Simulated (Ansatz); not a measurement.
Geometry optimisation, Ansatz, DFT PBE, scalar-relativistic, plane waves, PAW.

Input:

```yaml
crystal:
  lattice:
    - [-4.7554, -2.745531, 4.330333]
    - [4.7554, -2.745531, 4.330333]
    - [0.0, 5.491063, 4.330333]
  atoms:
    - { symbol: Al, position: [0.3587844, 0.34658, 0.3510804] }
    - { symbol: Al, position: [0.1554301, 0.148054, 0.1488724] }
    - { symbol: Al, position: [0.6537802, 0.6519432, 0.6470876] }
    - { symbol: Al, position: [0.8486332, 0.8504045, 0.8616287] }
    - { symbol: O, position: [0.5872951, 0.4025624, 0.7579482] }
    - { symbol: O, position: [0.7481511, 0.5981149, 0.3996114] }
    - { symbol: O, position: [0.40806, 0.7601251, 0.5960409] }
    - { symbol: O, position: [0.4060711, 0.5942914, 0.2534482] }
    - { symbol: O, position: [0.2523037, 0.4022709, 0.5922929] }
    - { symbol: O, position: [0.6010393, 0.2494096, 0.4050621] }
    - { symbol: Al, position: [0.8533357, 0.8490833, 0.3463211] }
    - { symbol: Al, position: [0.6472855, 0.647876, 0.1423132] }
    - { symbol: Al, position: [0.1502783, 0.1440114, 0.6458572] }
    - { symbol: Al, position: [0.3565482, 0.3518938, 0.8493301] }
    - { symbol: O, position: [0.0948138, 0.9103132, 0.7548096] }
    - { symbol: O, position: [0.2612448, 0.1036158, 0.4009859] }
    - { symbol: O, position: [0.9040953, 0.251388, 0.5880961] }
    - { symbol: O, position: [0.9045438, 0.1039734, 0.2481376] }
    - { symbol: O, position: [0.0990155, 0.7471748, 0.3985954] }
    - { symbol: Al, position: [0.8441757, 0.3473848, 0.856292] }
    - { symbol: Al, position: [0.6433495, 0.1452746, 0.6507352] }
    - { symbol: Al, position: [0.1439263, 0.6529456, 0.1468037] }
    - { symbol: Al, position: [0.3492411, 0.8496742, 0.3571317] }
    - { symbol: O, position: [0.0919205, 0.4068885, 0.2495439] }
    - { symbol: O, position: [0.2454415, 0.6031326, 0.9021486] }
    - { symbol: O, position: [0.9018216, 0.7454751, 0.0978427] }
    - { symbol: O, position: [0.9007463, 0.6008188, 0.7490778], spin: 1.0 }
    - { symbol: O, position: [0.753647, 0.4035026, 0.0949058] }
    - { symbol: O, position: [0.0996078, 0.252289, 0.907693] }
    - { symbol: Al, position: [0.3559497, 0.8486766, 0.85092] }
    - { symbol: Al, position: [0.1520964, 0.6382394, 0.6487739] }
    - { symbol: Al, position: [0.6502904, 0.1527175, 0.1502896] }
    - { symbol: Al, position: [0.8515108, 0.3495748, 0.3574599] }
    - { symbol: O, position: [0.6000701, 0.9108148, 0.2566433] }
    - { symbol: O, position: [0.7505653, 0.0927929, 0.8961863] }
    - { symbol: O, position: [0.4007553, 0.2559234, 0.0874651] }
    - { symbol: O, position: [0.4052559, 0.0904972, 0.7520145] }
    - { symbol: O, position: [0.245938, 0.9074708, 0.1054739] }
    - { symbol: O, position: [0.599507, 0.7486212, 0.9084314] }
magnetization:
  spin_polarized: true
total_charge: -1
basis:
  ecutwfc: 420.0
kpoints:
  mp_grid: { grid: [2, 2, 2] }
hamiltonian:
  xc: pbe
  pseudopotentials: { kind: paw, azcp: { folder: soft_1 } }
scf:
  occupations: { method: gaussian, width: 0.05 }
  lower_state_search: "off"
relax:
  f_tol: 0.03
  max_steps: 60
  adjacent_minimum: "off"
```

Command:

```bash
$ ansatz run input.yaml --threads 4 --pin off --max-ram 10240MiB --backend cpu --events-out ev --progress --plain --runs-dir out
```

Where does it end, and by what steps?

It converged. Limits of this set-up: coarse k mesh, a small cell, in which the defect meets its images, a typed lattice constant that wasn't relaxed here, charged cell in a uniform background, uncorrected. After 13 steps the energy has fallen by 1.624 eV; Al21 moved furthest, 0.50 Å. Parted: O5–Al21 (2.00 → 2.57 Å). Joined: Al11–Al21 (3.27 → 2.68 Å).

| step | energy less start (eV) | largest force component (eV/Å) | accepted |
| --- | --- | --- | --- |
| 0 | 0.0000 | 2.053 | yes |
| 1 | -0.8891 | 1.076 | yes |
| 2 | -1.4452 | 0.228 | yes |
| 3 | -1.4688 | 0.133 | yes |
| 4 | -1.4829 | 0.129 | yes |
| 5 | -1.5117 | 0.203 | yes |
| 6 | -1.5279 | 0.191 | yes |
| 7 | -1.5303 | 0.451 | yes |
| 8 | -1.5349 | 0.618 | yes |
| 9 | -1.5702 | 0.430 | yes |
| 10 | -1.5152 | 1.078 | no |
| 11 | -1.6212 | 0.096 | yes |
| 12 | -1.6213 | 0.095 | yes |
| 13 | -1.6245 | 0.020 | yes |

```xyz
39
Lattice="-4.7554 -2.7455 4.3303 4.7554 -2.7455 4.3303 0.0000 5.4911 4.3303" Properties=species:S:1:pos:R:3
Al 0.001 0.006 4.584
Al 0.026 -0.053 1.927
Al 0.015 -0.007 8.508
Al 0.031 0.056 11.103
O -0.868 1.345 7.664
O -0.715 -1.465 7.602
O 1.660 0.091 7.620
O 0.935 -1.344 5.422
O 0.732 1.468 5.427
O -1.648 -0.115 5.407
Al 0.056 -2.739 8.968
Al 0.010 -2.705 6.284
Al -0.004 2.749 4.103
Al -0.060 2.667 6.757
O 3.837 1.378 7.586
O -0.716 1.253 3.257
O -3.142 0.119 7.540
O -3.816 -1.460 5.417
O 3.107 -0.104 5.441
Al -2.349 1.383 8.825
Al -2.780 1.343 5.949
Al 2.386 -1.369 4.093
Al 2.399 -1.370 6.738
O 1.471 0.001 3.264
O 1.651 2.637 7.581
O -0.719 -3.982 7.608
O -1.477 0.003 9.756
O -1.625 -2.633 5.443
O 0.727 3.963 5.410
Al 2.375 1.379 8.925
Al 2.388 1.391 6.275
Al -2.362 -1.371 4.104
Al -2.366 -1.358 6.738
O 1.503 -2.770 7.520
O -3.097 2.654 7.644
O -0.713 -1.277 3.246
O -1.499 2.704 5.415
O 3.137 -2.630 5.405
O 0.748 1.355 9.762
```

Whether the end is a true minimum wasn't checked by a vibrational analysis.

Run time: 2.9 min on 4 threads of Arm Neoverse V2 (shared host), peak memory 1.5 GiB.
